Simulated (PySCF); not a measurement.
# C₃H₇F₃GeO: magnetic properties

What do calculations give for the magnetic properties of C₃H₇F₃GeO (`C[C@@H](OC(F)F)[GeH2][F]`)?

Computed with PySCF 2.14.0 and routines of our own; the level stands in each step. Atoms count from 0.

## (1) The starting structure

15 atoms, charge 0, multiplicity 1; geometry from: GFN2-xTB.

## (2) Magnetic properties: GIAO PBE/pcSseg-1

Job settings and geometry (Å):

```
{"job": {"kind": "mag", "xc": "PBE", "basis": "pcSseg-1", "isotopologues": 2}, "charge": 0, "multiplicity": 1}
C     -1.219443    -0.915012     0.459657
C     -0.273020     0.233171     0.159022
O      1.023289    -0.212977    -0.268678
C      1.834686    -0.695665     0.686752
F      3.101870    -0.616847     0.259154
F      1.611100    -2.018361     0.926743
Ge    -0.776851     1.386659    -1.406537
F     -0.432796     3.007626    -0.836999
H     -1.280793    -1.583629    -0.395905
H     -0.886419    -1.488979     1.323074
H     -2.209789    -0.512699     0.666416
H     -0.152130     0.863452     1.050521
H      1.752285    -0.174458     1.661754
H      0.150715     1.245491    -2.571684
H     -2.247116     1.490218    -1.735203
```

Method: GIAO PBE/pcSseg-1 magnetisability, rotational g tensor and spin-rotation constants, non-relativistic, gas phase.

Run with:

```console
> OMP_NUM_THREADS=1 python excited_run.py task.json out
```

This one command runs all jobs of the session in turn.

What it wrote:

```text
coarse grid: 61344 points
cycle   1  E = -2568.9569480605  dE =  2.814e-01  |g| = 1.553e+00  |ddm| = 3.500e+00
cycle   2  E = -2568.0668156583  dE =  8.901e-01  |g| = 2.825e+00  |ddm| = 2.649e+00
cycle   3  E = -2569.1843484630  dE = -1.118e+00  |g| = 5.490e-01  |ddm| = 2.121e+00
cycle   4  E = -2569.2282575157  dE = -4.391e-02  |g| = 1.459e-01  |ddm| = 4.123e-01
cycle   5  E = -2569.2308832510  dE = -2.626e-03  |g| = 5.699e-02  |ddm| = 1.185e-01
cycle   6  E = -2569.2313943539  dE = -5.111e-04  |g| = 1.520e-02  |ddm| = 4.179e-02
cycle   7  E = -2569.2314319208  dE = -3.757e-05  |g| = 4.155e-03  |ddm| = 1.327e-02
cycle   8  E = -2569.2314348322  dE = -2.911e-06  |g| = 1.521e-03  |ddm| = 3.445e-03
final grid: 130288 points
cycle   9  E = -2569.2313196864  dE =  1.228e-06  |g| = 3.322e-03  |ddm| = 3.805e-03
cycle  10  E = -2569.2313131260  dE =  6.560e-06  |g| = 7.211e-03  |ddm| = 6.686e-03
cycle  11  E = -2569.2313214235  dE = -8.298e-06  |g| = 3.390e-04  |ddm| = 4.616e-03
cycle  12  E = -2569.2313214414  dE = -1.786e-08  |g| = 4.440e-05  |ddm| = 2.677e-04
cycle  13  E = -2569.2313214417  dE = -3.320e-10  |g| = 1.709e-05  |ddm| = 4.842e-05
converged SCF energy = -2569.2313214417

Magnetisability tensor (1e-30 J/T^2)
    -1312.49      -24.49       15.16
      -24.49    -1367.21        5.28
       15.16        5.28    -1236.46
isotropic -1305.39   principal values   -1377.34  -1305.28  -1233.55
isotropic susceptibility -78.612 1e-6 cm^3/mol

Inertial axes            a          b          c
rot. const./GHz      2.6450     0.6671     0.5790
chi total           -78.208    -81.697    -75.933
chi diamagnetic    -557.087  -1662.434  -1931.209
chi paramagnetic    478.879   1580.737   1855.276
quadrupole/D A       -8.892      2.100      6.791
g nuclear            0.5657     0.4871     0.4951
g electronic        -0.5951    -0.4954    -0.5047
g total             -0.0294    -0.0083    -0.0096

Spin-rotation constants (kHz, H = +C I.J)
atom  isotope        aa         bb         cc
  4    19F        3.075      0.772      0.904
  5    19F        3.140      0.809      0.956
  7    19F        0.426      0.375      0.258
  8     1H       -0.310     -0.065      0.010
  9     1H       -0.015     -0.062     -0.053
 10     1H       -0.120     -0.044     -0.054
 11     1H       -0.247     -0.077      0.033
 12     1H       -0.217     -0.070      0.042
 13     1H       -0.220     -0.027     -0.001
 14     1H       -0.022     -0.019     -0.051
  0    13C*       0.407      0.093      0.095
  1    13C*       0.595      0.179      0.149
  2    17O*      -0.476     -0.101     -0.095
  3    13C*       0.802      0.213      0.192
  6   73Ge*      -0.880     -0.219     -0.189
* in the singly substituted isotopologue

Isotopologues: g along a, b, c
2H    at 8,9,10,11,12,1    -0.0259    -0.0081    -0.0091
13C   at 0                 -0.0288    -0.0084    -0.0095
```

Run time: 37 s. Hardware: 1 thread of Arm Neoverse V2, shared host; peak memory 0.72 GiB.

In short:

```
              quantity                      value
       magnetisability           -1305·10⁻³⁰ J/T²
  molar susceptibility         -78.6·10⁻⁶ cm³/mol
rotational g (a, b, c)  -0.0294, -0.0083, -0.0096
```

## (3) Magnetic properties: common gauge origin LDA/STO-3G, grid 3

Settings changed since step 2:

```diff
@@ -1,2 +1,2 @@
-{"job": {"kind": "mag", "xc": "PBE", "basis": "pcSseg-1", "isotopologues": 2}, "charge": 0, "multiplicity": 1}
+{"job": {"kind": "mag", "xc": "LDA", "basis": "STO-3G", "grid": 3, "gauge": [0, 0, 0]}, "charge": 0, "multiplicity": 1}
 C     -1.219443    -0.915012     0.459657
```

Method: common gauge origin LDA/STO-3G magnetisability, rotational g tensor and spin-rotation constants, non-relativistic, gas phase.

What it wrote:

```text
coarse grid: 61344 points
cycle   1  E = -2532.2863631953  dE = -1.157e+00  |g| = 8.456e-01  |ddm| = 4.825e+00
cycle   2  E = -2531.8372235940  dE =  4.491e-01  |g| = 1.540e+00  |ddm| = 3.682e+00
cycle   3  E = -2532.5352922411  dE = -6.981e-01  |g| = 1.994e-01  |ddm| = 2.502e+00
cycle   4  E = -2532.5460818997  dE = -1.079e-02  |g| = 8.887e-02  |ddm| = 4.616e-01
cycle   5  E = -2532.5486761781  dE = -2.594e-03  |g| = 2.074e-02  |ddm| = 1.552e-01
cycle   6  E = -2532.5488218648  dE = -1.457e-04  |g| = 4.607e-03  |ddm| = 4.060e-02
cycle   7  E = -2532.5488290437  dE = -7.179e-06  |g| = 1.268e-03  |ddm| = 8.602e-03
final grid: 188520 points
cycle   8  E = -2532.5489568296  dE =  1.093e-06  |g| = 2.081e-03  |ddm| = 5.623e-03
cycle   9  E = -2532.5489532116  dE =  3.618e-06  |g| = 3.665e-03  |ddm| = 9.751e-03
cycle  10  E = -2532.5489585252  dE = -5.314e-06  |g| = 2.269e-04  |ddm| = 6.328e-03
cycle  11  E = -2532.5489585420  dE = -1.676e-08  |g| = 2.630e-05  |ddm| = 3.584e-04
cycle  12  E = -2532.5489585423  dE = -2.647e-10  |g| = 4.780e-06  |ddm| = 5.415e-05
converged SCF energy = -2532.5489585423

Magnetisability tensor (1e-30 J/T^2)
   -18344.10    -6891.62     4524.29
    -6891.62   -17431.36    -6088.12
     4524.29    -6088.12   -24470.23
isotropic -20081.89   principal values  -28029.09 -24611.93  -7604.67
isotropic susceptibility -1209.360 1e-6 cm^3/mol

Inertial axes            a          b          c
rot. const./GHz      2.6450     0.6671     0.5790
chi total          -458.285  -1482.135  -1687.661
chi diamagnetic    -546.039  -1647.659  -1915.091
chi paramagnetic     87.754    165.524    227.430
quadrupole/D A       -3.912      0.751      3.160
g nuclear            0.5657     0.4871     0.4951
g electronic        -0.1090    -0.0519    -0.0619
g total              0.4566     0.4352     0.4332

Spin-rotation constants (kHz, H = +C I.J)
atom  isotope        aa         bb         cc
  4    19F        1.708      0.232      0.133
  5    19F        1.913      0.138      0.181
  7    19F        0.366      0.057     -0.060
  8     1H       -0.223     -0.551     -0.252
  9     1H        0.442     -0.282     -0.154
 10     1H        1.053     -0.394     -0.122
 11     1H       -0.890     -0.672     -0.805
 12     1H       -0.908     -0.383     -0.466
 13     1H       -0.080     -0.321     -0.401
 14     1H       -0.507      0.668      0.510
  0    13C*       0.341     -0.038     -0.016
  1    13C*       0.046     -0.155     -0.197
  2    17O*      -0.290      0.054      0.078
  3    13C*      -0.038     -0.073     -0.134
  6   73Ge*      -1.028     -0.207     -0.156
* in the singly substituted isotopologue
```

Run time: 5.5 s. Hardware: 1 thread of Arm Neoverse V2, shared host; peak memory 0.32 GiB.

The run ended normally, but its values are not to be used for the molecule: a common gauge origin replaces GIAOs, so the magnetic properties depend on where the origin lies; the basis STO-3G is minimal.

## (4) Summary of results

| quantity | value |
| --- | --- |
| magnetisability (step 2, GIAO PBE/pcSseg-1) | -1305·10⁻³⁰ J/T² |
| molar susceptibility (step 2, GIAO PBE/pcSseg-1) | -78.6·10⁻⁶ cm³/mol |
| rotational g (a, b, c) (step 2, GIAO PBE/pcSseg-1) | -0.0294, -0.0083, -0.0096 |
| runs | 0 failed, 1 ended on unsound input |

What this shows: Steps that list no spin-orbit terms leave them out, which matters at and beside the heavy atoms. Vibrational averaging and real surroundings are missing from these values.
